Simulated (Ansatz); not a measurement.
# Ca: energies up the ladder

Aim: energies up the ladder, for Ca, with the cost of each level.

Method: the levels named in each step, in Ansatz 0.2.0.

## Step 1: The system as given

Structure file:

```xyz
1

Ca    0.0000    0.0000    0.0000
```

## Step 2: Single point, PBE0/def2-TZVPPD

File input.yaml:

```yaml
crystal:
  periodic: [false, false, false]
  atoms:
    - { symbol: Ca, position_ang: [0.0, 0.0, 0.0] }
basis:
  gaussian: { orbitals: def2-TZVPPD.json }
hamiltonian:
  xc: pbe0
```

On the command line:

```
$ ansatz run input.yaml --threads 1 --pin off --max-ram 2560MiB --backend cpu --events-out ev --progress --plain --runs-dir out
```

The runs that follow: Single point, PBE/def2-TZVPPD; Single point, r2SCAN/def2-TZVPPD; Single point, B3LYP/def2-TZVPPD; Single point, wB97M-V/def2-TZVPPD; Single point, B2PLYP/def2-TZVPPD; Single point, LDA/def2-TZVPPD; Single point, PBE0/def2-SVPD; Single point, PBE/def2-SVPD.

Q: Predict the outcome of this session. Wanted: energy at PBE/def2-SVPD.

As calculated:

| quantity | value |
| --- | --- |
| energy at PBE/def2-SVPD | -18428.704 eV |

**Reading.** These totals serve in differences with atoms or fragments at the same level; alone they don't rank the methods.
